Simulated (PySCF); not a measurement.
# As2 (As2): the cost of one run

Computed with PySCF 2.14.0 and routines of our own; the level stands in each step. Atoms count from 0.

## (1) The system as given

2 atoms, charge 0, multiplicity 1; geometry from: GFN2-xTB.

## (2) Optimising the geometry at PBE/def2-SVPD

Job settings and geometry (Å):

```
{"job": {"xc": "PBE", "basis": "def2-SVPD", "grid": 1, "kind": "geom"}, "charge": 0, "multiplicity": 1}
As     1.048431    -0.003564    -0.002034
As    -1.045674     0.004832    -0.012114
```

The run is started by

```console
> OMP_NUM_THREADS=1 python excited_run.py task.json out
```

One launch serves the whole session: the jobs run in the order shown.

Q: Estimate the wall time and peak memory of this first job on 1 thread of Arm Neoverse V1, shared host.

About 6.2 s, with a peak of 0.4 GiB.
